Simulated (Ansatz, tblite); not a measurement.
# The cluster Na₅F₄: rung by rung

Aim: run the doublet of the cluster Na₅F₄ at one geometry on many levels, and compare frontier levels, spin and run time.

Method: as each input shows; program: Ansatz 0.2.0, Gaussian basis.

The runs, in order: GFN1-xTB, GFN2-xTB, PBE-D4/def2-TZVP, r2SCAN-D4/def2-TZVP, r2SCAN0-D4/def2-TZVP, r2SCANh-D4/def2-TZVP, PBE-D4/def2-SVP, PBE0-D4/def2-SVP, HF/STO-3G, CCSD(T)/def2-SVP, MP2/def2-TZVP.

7 further runs of the same task are left out: 4 that didn't finish, 3 set aside as unsound or not needed. Runs told in other sessions of the task aren't counted.

### Step 1. The geometry

The doublet was relaxed beforehand with PBE0-D4/def2-SVP. At that level it is the lowest of the isomers that a small search found.

9 atoms, charge 0, spin multiplicity 2.

Bond lengths: Na1–F6 2.067 Å, Na1–F9 2.066 Å, Na2–F8 2.067 Å, Na2–F9 2.066 Å, Na3–F6 2.226 Å, Na3–F7 2.227 Å, Na3–F8 2.226 Å, Na3–F9 2.226 Å, Na4–F6 2.066 Å, Na4–F7 2.066 Å, Na5–F7 2.066 Å, Na5–F8 2.066 Å. Angles: F6–Na1–F9 94.9°, F8–Na2–F9 94.9°, F6–Na3–F7 86.3°, F6–Na3–F8 151.2°, F6–Na3–F9 86.3°, F7–Na3–F8 86.3°, F7–Na3–F9 149.8°, F8–Na3–F9 86.3°, F6–Na4–F7 94.9°, F7–Na5–F8 94.9°, Na1–F6–Na3 89.3°, Na1–F6–Na4 144.9°, Na3–F6–Na4 89.3°, Na3–F7–Na4 89.3°, Na3–F7–Na5 89.3°, Na4–F7–Na5 146.4°, Na2–F8–Na3 89.3°, Na2–F8–Na5 144.9° and more.

PBE0-D4/def2-TZVP was run before; its log isn't repeated, and its numbers join the tables.

### Step 2. GFN1-xTB

Tight binding, by tblite at 300 K electronic temperature and without a spin-polarisation term:

```python
tblite.interface.Calculator('GFN1-xTB', numbers, positions, charge=0, uhf=1).singlepoint()
```

Energy -605.7388 eV; 0.004 s.

### Step 3. GFN2-xTB

Tight binding, by tblite at 300 K electronic temperature and without a spin-polarisation term:

```python
tblite.interface.Calculator('GFN2-xTB', numbers, positions, charge=0, uhf=1).singlepoint()
```

Energy -555.5826 eV; 0.004 s.

### Step 4. PBE-D4/def2-TZVP

start.molden holds the orbitals of an earlier run on this state, given as this run's starting guess.

Contents of in.yaml:

```yaml
crystal:
  periodic: [false, false, false]
  atoms:
    - {symbol: Na, position_ang: [-1.958112, 0.430653, -1.980063]}
    - {symbol: Na, position_ang: [-0.017689, 2.762821, 0.556209]}
    - {symbol: Na, position_ang: [0.610613, -0.011009, -0.456919]}
    - {symbol: Na, position_ang: [-0.601904, -2.751835, -0.093091]}
    - {symbol: Na, position_ang: [1.337849, -0.419155, 2.444595]}
    - {symbol: F, position_ang: [-0.889710, -1.274422, -1.508807]}
    - {symbol: F, position_ang: [0.885958, -1.738723, 0.920580]}
    - {symbol: F, position_ang: [1.225461, 1.268433, 1.257570]}
    - {symbol: F, position_ang: [-0.592468, 1.733237, -1.140074]}
basis:
  gaussian: {orbitals: def2-TZVP, initial_orbitals: start.molden}
magnetization: {spin_polarized: true, initial_magnetization: 1}
hamiltonian: {xc: pbe, dispersion: d4}
scf: {omitted_lower_state_checks: [starts]}
output: {forces: true, orbitals: {seedname: orbitals}}
```

Command:

```bash
$ ansatz run in.yaml --threads 4 --pin off --events-out ev --progress --plain --max-ram 4787MiB
```

Further steps of the session: r2SCAN-D4/def2-TZVP; r2SCAN0-D4/def2-TZVP; r2SCANh-D4/def2-TZVP; PBE-D4/def2-SVP; PBE0-D4/def2-SVP; HF/STO-3G; CCSD(T)/def2-SVP; MP2/def2-TZVP.

**Question.** What will the summary of the whole plan be? Wanted: gap in def2-TZVP, named functionals, smallest and largest; correlation energy, CCSD(T)/def2-SVP; correlation energy, MP2/def2-TZVP; ⟨S²⟩ in def2-TZVP, named functionals, smallest and largest; PBE0 total energy, smallest basis above largest.

As calculated:

| quantity | value |
| --- | --- |
| gap in def2-TZVP, named functionals, smallest and largest | 0.42 eV (PBE-D4), 1.09 eV (PBE0-D4) |
| correlation energy, CCSD(T)/def2-SVP | -22.92 eV |
| correlation energy, MP2/def2-TZVP | -52.26 eV |
| ⟨S²⟩ in def2-TZVP, named functionals, smallest and largest | 0.750, 0.750 |
| PBE0 total energy, smallest basis above largest | 21.10 eV (def2-SVP, def2-TZVP) |

**Reading.** Orbital gaps of the named functionals in def2-TZVP span 0.42 eV (PBE-D4) to 1.09 eV (PBE0-D4); exact exchange widens it.
